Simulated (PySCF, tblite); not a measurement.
# dibromosilane (SiH2Br2): dynamics, then NMR shifts on frames

How do NMR shifts of dibromosilane (SiH2Br2) (`Br[SiH2]Br`) change as the atoms move?

Programs: tblite 0.8.0 and PySCF 2.14.0, with density-fitted response routines of our own. Each step states its level of theory. These are calculated values for one molecule in the gas phase, unless marked as measured. Atoms are numbered from 0 throughout.

### Step 1. Starting geometry

5 atoms, charge 0, multiplicity 1; geometry from: GFN2-xTB.

Bonds of the start (Å): Br0–Si1 2.21, Si1–Br2 2.21, Si1–H3 1.45, Si1–H4 1.45.

### Step 2. Dynamics with GFN2-xTB

Job settings and geometry (Å):

```
{"job": {"kind": "md", "xc": "GFN2-xTB", "basis": "xTB", "temperature": 600, "steps": 2000, "every": 50, "frames": 5}, "charge": 0, "multiplicity": 1}
Br    -1.765479     1.112871    -0.061939
Si    -0.002066    -0.215088     0.009988
Br     1.807227     1.048439    -0.075258
H     -0.009715    -0.898591     1.284456
H     -0.021345    -1.044779    -1.174432
```

Method: GFN2-xTB Langevin dynamics, gas phase.

Command:

```console
OMP_NUM_THREADS=1 python probes_run.py task.json out
```

This one command runs all jobs of the session in turn.

What it wrote:

```text
t/fs     T/K      E/eV
    0.0   232.8   -299.57907
   25.0   313.2   -299.43945
   50.0   345.7   -299.34613
   75.0   567.4   -299.47363
  100.0   603.4   -299.38797
  125.0   328.8   -299.28480
  150.0   264.3   -299.22547
  175.0   525.8   -299.38492
  200.0   700.4   -299.34463
  225.0   775.1   -299.36408
  250.0   497.1   -299.27021
  275.0   611.6   -299.32616
  300.0   481.2   -299.27045
  325.0   540.4   -299.29768
  350.0   321.5   -299.31156
  375.0   372.0   -299.31173
  400.0   286.2   -299.29443
  425.0   463.2   -299.36396
  450.0   436.1   -299.32002
  475.0   411.9   -299.28501
  500.0   332.7   -299.46773
  525.0   531.2   -299.33079
  550.0   945.4   -299.39867
  575.0  1103.7   -299.43847
  600.0  1199.6   -299.28801
  625.0  1071.4   -299.39911
  650.0   825.5   -299.37055
  675.0   625.4   -299.28086
  700.0   597.9   -299.25187
  725.0   640.2   -299.46438
  750.0   588.3   -299.34900
  775.0   438.4   -299.28385
  800.0   692.4   -299.42014
  825.0   271.7   -299.17527
  850.0   249.6   -299.37818
  875.0   759.6   -299.44753
  900.0   587.9   -299.44353
  925.0   720.7   -299.43510
  950.0   354.0   -299.35645
  975.0   273.4   -299.27891
 1000.0   314.1   -299.29961
```

It took 5.8 s on 1 thread of Intel Xeon 6975P-C, shared host; peak memory 0.19 GiB.

Distance from the start (root mean square after alignment): 0 fs 0.00 Å, 200 fs 0.13 Å, 400 fs 0.15 Å, 600 fs 0.14 Å, 800 fs 0.11 Å, 1000 fs 0.17 Å.

Positions (Å) and forces (eV/Å) at 1000 fs:

```xyz
5

Br   -2.214    1.289   -0.396    0.898   -0.567   -0.285
Si   -0.662    0.136   -1.712   -1.851    0.362   -0.106
Br    1.097   -0.847   -0.863   -0.034    0.002    0.178
H    -1.626   -0.753   -2.384    0.517   -0.111    0.351
H    -0.325    1.172   -2.637    0.470    0.314   -0.139
```

### Step 3. NMR shieldings: 250 fs, PBE0/pcSseg-1

Job settings and geometry (Å):

```
{"job": {"kind": "nmr", "xc": "PBE0", "basis": "pcSseg-1", "pop": false}, "charge": 0, "multiplicity": 1}
Br    -1.911300     1.195400     0.430000
Si    -0.468600     0.157800    -0.693900
Br     1.592400     1.080700    -0.255300
H     -0.400200    -1.388500    -0.380600
H     -0.697700     0.537600    -2.059600
```

With the program's defaults for keys left out, this is: GIAO PBE0/pcSseg-1 NMR shielding, non-relativistic, gas phase.

What it wrote:

```text
coarse grid: 26024 points
cycle   1  E = -5437.7705261790  dE = -2.219e+00  |g| = 9.663e-01  |ddm| = 2.341e+00
cycle   2  E = -5437.7769896921  dE = -6.464e-03  |g| = 4.725e-01  |ddm| = 6.539e-01
cycle   3  E = -5437.7975280477  dE = -2.054e-02  |g| = 1.420e-01  |ddm| = 4.852e-01
cycle   4  E = -5437.8030477367  dE = -5.520e-03  |g| = 4.732e-02  |ddm| = 1.951e-01
cycle   5  E = -5437.8034687977  dE = -4.211e-04  |g| = 3.964e-03  |ddm| = 4.628e-02
cycle   6  E = -5437.8034716549  dE = -2.857e-06  |g| = 7.144e-04  |ddm| = 5.800e-03
final grid: 48824 points
cycle   7  E = -5437.8034599653  dE = -3.246e-08  |g| = 7.243e-04  |ddm| = 1.499e-03
cycle   8  E = -5437.8034599573  dE =  7.904e-09  |g| = 7.827e-04  |ddm| = 1.390e-03
cycle   9  E = -5437.8034600339  dE = -7.656e-08  |g| = 4.956e-05  |ddm| = 7.054e-04
cycle  10  E = -5437.8034600345  dE = -6.066e-10  |g| = 1.081e-05  |ddm| = 5.690e-05
converged SCF energy = -5437.8034600345

GIAO shielding tensors (ppm)
atom      isotropic    diamagn.    paramagn.     s11        s22        s33       span
  0 Br    2585.235    3124.114    -538.878   2333.792   2624.147   2797.767    463.976
  1 Si     339.649     874.983    -535.334    271.762    371.602    375.583    103.821
  2 Br    2464.397    3124.634    -660.236   2046.418   2492.768   2854.006    807.588
  3 H       24.105      25.012      -0.907     19.072     22.850     30.393     11.321
  4 H       25.353      26.701      -1.348     19.540     24.644     31.875     12.335
```

Wall time 6.9 s (1 thread of Intel Xeon 6975P-C, shared host); peak memory 0.71 GiB.

Shifts follow as δ = σ(reference) − σ, with reference shieldings (ppm) from runs at the same level and on the same kind of geometry: 1H TMS 31.72, 29Si TMS 349.2, 79Br HBr 2622. The references are single molecules in the gas phase. Each atom is listed at this fixed geometry, with no averaging over motion; a spectrum would average atoms that exchange fast.

| atoms | environment | σ (ppm) | δ (ppm) |
| --- | --- | --- | --- |
| H3 | hydrogen on a silicon bonded to 2 Br | 24.11 | 7.61 |
| H4 | hydrogen on a silicon bonded to 2 Br | 25.35 | 6.36 |
| Br2 | bromine bonded to Si | 2464 | 158 |
| Br0 | bromine bonded to Si | 2585 | 37 |
| Si1 | silicon bonded to 2 Br, 2 H | 339.6 | 9.5 |

### Step 4. NMR shieldings: 425 fs, PBE0/pcSseg-1

Job settings and geometry (Å):

```
{"job": {"kind": "nmr", "xc": "PBE0", "basis": "pcSseg-1", "pop": false}, "charge": 0, "multiplicity": 1}
Br    -1.991000     1.081000     0.550300
Si    -0.518500     0.077100    -0.853500
Br     1.466200     0.914900    -0.444800
H     -0.785600    -1.241200    -0.358000
H     -1.075400     0.094900    -2.183800
```

With the program's defaults for keys left out, this is: GIAO PBE0/pcSseg-1 NMR shielding, non-relativistic, gas phase.

What it wrote:

```text
coarse grid: 26024 points
cycle   1  E = -5437.7694209861  dE = -2.239e+00  |g| = 9.687e-01  |ddm| = 2.326e+00
cycle   2  E = -5437.7759958649  dE = -6.575e-03  |g| = 4.771e-01  |ddm| = 6.621e-01
cycle   3  E = -5437.7973934574  dE = -2.140e-02  |g| = 1.419e-01  |ddm| = 4.869e-01
cycle   4  E = -5437.8029427986  dE = -5.549e-03  |g| = 4.816e-02  |ddm| = 1.948e-01
cycle   5  E = -5437.8033854348  dE = -4.426e-04  |g| = 4.372e-03  |ddm| = 4.776e-02
cycle   6  E = -5437.8033888213  dE = -3.386e-06  |g| = 8.335e-04  |ddm| = 5.989e-03
final grid: 48824 points
cycle   7  E = -5437.8033834167  dE = -2.147e-08  |g| = 8.527e-04  |ddm| = 1.684e-03
cycle   8  E = -5437.8033833946  dE =  2.215e-08  |g| = 9.373e-04  |ddm| = 1.641e-03
cycle   9  E = -5437.8033835107  dE = -1.161e-07  |g| = 4.952e-05  |ddm| = 8.811e-04
cycle  10  E = -5437.8033835113  dE = -6.130e-10  |g| = 9.094e-06  |ddm| = 5.324e-05
converged SCF energy = -5437.8033835113

GIAO shielding tensors (ppm)
atom      isotropic    diamagn.    paramagn.     s11        s22        s33       span
  0 Br    2506.339    3124.626    -618.288   2067.871   2535.388   2915.758    847.886
  1 Si     337.945     875.532    -537.586    269.364    336.932    407.540    138.176
  2 Br    2580.885    3124.209    -543.324   2261.661   2616.499   2864.496    602.835
  3 H       25.380      27.941      -2.561     19.289     24.929     31.923     12.634
  4 H       25.703      26.450      -0.748     20.399     24.331     32.378     11.979
```

Wall time 6.3 s (1 thread of Intel Xeon 6975P-C, shared host); peak memory 0.63 GiB.

Key values: δ Br0 116, Br2 41, Si1 11.2, H3 6.34, H4 6.01 ppm.

### Step 5. Nuclear shieldings: 625 fs, PBE0/pcSseg-1

Job settings and geometry (Å):

```
{"job": {"kind": "nmr", "xc": "PBE0", "basis": "pcSseg-1", "pop": false}, "charge": 0, "multiplicity": 1}
Br    -1.979400     1.033100    -0.361500
Si    -0.526400    -0.222100    -1.507100
Br     1.586400     0.046700    -0.930300
H     -0.684400    -1.477000    -0.842000
H     -0.495300    -0.108300    -2.928600
```

Method: GIAO PBE0/pcSseg-1 NMR shielding, non-relativistic, gas phase.

What it wrote:

```text
coarse grid: 26024 points
cycle   1  E = -5437.7703640636  dE = -2.221e+00  |g| = 9.659e-01  |ddm| = 2.366e+00
cycle   2  E = -5437.7773029918  dE = -6.939e-03  |g| = 4.672e-01  |ddm| = 6.506e-01
cycle   3  E = -5437.7975567172  dE = -2.025e-02  |g| = 1.381e-01  |ddm| = 4.803e-01
cycle   4  E = -5437.8029830262  dE = -5.426e-03  |g| = 4.807e-02  |ddm| = 1.980e-01
cycle   5  E = -5437.8034385299  dE = -4.555e-04  |g| = 3.869e-03  |ddm| = 4.929e-02
cycle   6  E = -5437.8034412506  dE = -2.721e-06  |g| = 6.405e-04  |ddm| = 5.624e-03
final grid: 48824 points
cycle   7  E = -5437.8034242716  dE = -4.232e-08  |g| = 6.274e-04  |ddm| = 1.473e-03
cycle   8  E = -5437.8034242758  dE = -4.176e-09  |g| = 6.608e-04  |ddm| = 1.231e-03
cycle   9  E = -5437.8034243267  dE = -5.089e-08  |g| = 3.512e-05  |ddm| = 5.927e-04
cycle  10  E = -5437.8034243270  dE = -3.238e-10  |g| = 9.357e-06  |ddm| = 4.357e-05
converged SCF energy = -5437.8034243270

GIAO shielding tensors (ppm)
atom      isotropic    diamagn.    paramagn.     s11        s22        s33       span
  0 Br    2539.697    3124.680    -584.983   2231.686   2574.342   2813.062    581.376
  1 Si     339.796     876.353    -536.557    243.085    353.749    422.553    179.468
  2 Br    2544.884    3125.695    -580.811   2185.750   2588.526   2860.376    674.625
  3 H       24.937      28.121      -3.185     18.098     25.829     30.883     12.786
  4 H       25.527      26.390      -0.863     19.190     25.047     32.343     13.153
```

Run time: 6 s. Hardware: 1 thread of Intel Xeon 6975P-C, shared host; peak memory 0.63 GiB.

In short: δ Br0 82, Br2 77, Si1 9.4, H3 6.78, H4 6.19 ppm.

### Step 6. NMR shieldings: 800 fs, PBE0/pcSseg-1

Job settings and geometry (Å):

```
{"job": {"kind": "nmr", "xc": "PBE0", "basis": "pcSseg-1", "pop": false}, "charge": 0, "multiplicity": 1}
Br    -1.906600     0.800000    -0.800000
Si    -0.531500    -0.296300    -2.108300
Br     1.109900    -0.631100    -0.728400
H     -1.245500    -1.493700    -2.351200
H     -0.099500     0.718300    -3.125300
```

Method: GIAO PBE0/pcSseg-1 NMR shielding, non-relativistic, gas phase.

What it wrote:

```text
coarse grid: 26024 points
cycle   1  E = -5437.7700780190  dE = -2.165e+00  |g| = 9.618e-01  |ddm| = 2.365e+00
cycle   2  E = -5437.7779236372  dE = -7.846e-03  |g| = 4.591e-01  |ddm| = 6.590e-01
cycle   3  E = -5437.7971852181  dE = -1.926e-02  |g| = 1.343e-01  |ddm| = 4.633e-01
cycle   4  E = -5437.8021961697  dE = -5.011e-03  |g| = 4.478e-02  |ddm| = 1.854e-01
cycle   5  E = -5437.8025954267  dE = -3.993e-04  |g| = 3.696e-03  |ddm| = 4.457e-02
cycle   6  E = -5437.8025978700  dE = -2.443e-06  |g| = 6.035e-04  |ddm| = 5.581e-03
final grid: 48824 points
cycle   7  E = -5437.8025988554  dE = -4.318e-08  |g| = 5.910e-04  |ddm| = 1.357e-03
cycle   8  E = -5437.8025988613  dE = -5.917e-09  |g| = 6.069e-04  |ddm| = 1.123e-03
cycle   9  E = -5437.8025989015  dE = -4.019e-08  |g| = 2.903e-05  |ddm| = 5.201e-04
cycle  10  E = -5437.8025989017  dE = -2.228e-10  |g| = 8.512e-06  |ddm| = 3.624e-05
converged SCF energy = -5437.8025989017

GIAO shielding tensors (ppm)
atom      isotropic    diamagn.    paramagn.     s11        s22        s33       span
  0 Br    2525.921    3126.502    -600.581   2146.582   2625.586   2805.596    659.014
  1 Si     346.845     877.457    -530.612    292.534    358.444    389.557     97.023
  2 Br    2524.804    3126.577    -601.773   2193.312   2617.789   2763.312    570.000
  3 H       25.488      27.195      -1.706     19.882     24.014     32.570     12.688
  4 H       24.582      25.672      -1.090     19.337     23.021     31.387     12.050
```

It took 6 s on 1 thread of Intel Xeon 6975P-C, shared host; peak memory 0.63 GiB.

In short: δ Br2 97, Br0 96, Si1 2.3, H4 7.14, H3 6.23 ppm.

### Step 7. Nuclear shieldings: 1000 fs, PBE0/pcSseg-1

Job settings and geometry (Å):

```
{"job": {"kind": "nmr", "xc": "PBE0", "basis": "pcSseg-1", "pop": false}, "charge": 0, "multiplicity": 1}
Br    -2.214100     1.289400    -0.395500
Si    -0.661600     0.136000    -1.711800
Br     1.097000    -0.846800    -0.863000
H     -1.626000    -0.752700    -2.383900
H     -0.324700     1.171800    -2.637400
```

Level: GIAO PBE0/pcSseg-1 NMR shielding, non-relativistic, gas phase.

What it wrote:

```text
coarse grid: 26024 points
cycle   1  E = -5437.7672160802  dE = -2.290e+00  |g| = 9.715e-01  |ddm| = 2.301e+00
cycle   2  E = -5437.7713908169  dE = -4.175e-03  |g| = 4.881e-01  |ddm| = 7.039e-01
cycle   3  E = -5437.7954054499  dE = -2.401e-02  |g| = 1.574e-01  |ddm| = 5.435e-01
cycle   4  E = -5437.8025025573  dE = -7.097e-03  |g| = 5.163e-02  |ddm| = 2.200e-01
cycle   5  E = -5437.8029603735  dE = -4.578e-04  |g| = 4.653e-03  |ddm| = 5.009e-02
cycle   6  E = -5437.8029642470  dE = -3.873e-06  |g| = 1.059e-03  |ddm| = 6.430e-03
final grid: 48824 points
cycle   7  E = -5437.8029606931  dE =  2.625e-09  |g| = 1.118e-03  |ddm| = 2.063e-03
cycle   8  E = -5437.8029606203  dE =  7.281e-08  |g| = 1.284e-03  |ddm| = 2.258e-03
cycle   9  E = -5437.8029608705  dE = -2.502e-07  |g| = 7.749e-05  |ddm| = 1.242e-03
cycle  10  E = -5437.8029608718  dE = -1.359e-09  |g| = 1.283e-05  |ddm| = 8.293e-05
cycle  11  E = -5437.8029608719  dE = -4.002e-11  |g| = 1.924e-06  |ddm| = 1.917e-05
converged SCF energy = -5437.8029608719

GIAO shielding tensors (ppm)
atom      isotropic    diamagn.    paramagn.     s11        s22        s33       span
  0 Br    2420.079    3124.651    -704.573   1932.614   2392.020   2935.602   1002.987
  1 Si     329.580     874.056    -544.476    235.574    355.088    398.077    162.503
  2 Br    2600.508    3124.615    -524.108   2321.796   2612.379   2867.348    545.551
  3 H       25.020      25.301      -0.281     18.634     25.328     31.098     12.465
  4 H       25.612      26.070      -0.458     19.153     25.892     31.792     12.639
```

Wall time 5.7 s (1 thread of Intel Xeon 6975P-C, shared host); peak memory 0.71 GiB.

This run: δ Br0 202, Br2 22, Si1 19.6, H3 6.70, H4 6.11 ppm.

### Step 8. Comparing the runs: NMR shifts

Shifts (ppm), with basis size and wall time:

| frame | H3 | H4 | Br2 | Br0 | Si1 | functions | time |
| --- | --- | --- | --- | --- | --- | --- | --- |
| 250 fs | 7.61 | 6.36 | 158 | 37 | 9.5 | 116 | 6.9 s |
| 425 fs | 6.34 | 6.01 | 41 | 116 | 11.2 | 116 | 6.3 s |
| 625 fs | 6.78 | 6.19 | 77 | 82 | 9.4 | 116 | 6 s |
| 800 fs | 6.23 | 7.14 | 97 | 96 | 2.3 | 116 | 6 s |
| 1000 fs | 6.70 | 6.11 | 22 | 202 | 19.6 | 116 | 5.7 s |

### Step 9. Results

```
                                       quantity           value
                                     thermostat           600 K
                  mean temperature, second half           625 K
        mean potential energy above the minimum         0.22 eV
  1H shifts against TMS (PBE0/pcSseg-1, 250 fs)  7.61, 6.36 ppm
79Br shifts against HBr (PBE0/pcSseg-1, 250 fs)     158, 37 ppm
29Si shifts against TMS (PBE0/pcSseg-1, 250 fs)         9.5 ppm
                      range of the shift of Br0   37 to 202 ppm
```

**Reading.** In the second half the potential energy averages 0.22 eV above the minimum; equipartition over 9 harmonic modes at 600 K would give 0.23 eV. With 5 atoms the temperature swings widely (233 to 1200 K). Shifts at one fixed geometry are not the observed spectrum, which averages over the motion. In the first frame run (250 fs): The largest span, 808 ppm, is at Br2, where the paramagnetic term is -660 ppm. Across the 5 runs the shift of Br0 moves most, between 37 (250 fs) and 202 ppm (1000 fs). Spin-orbit coupling is left out, which matters for shieldings and couplings at and beside the heavy atoms.
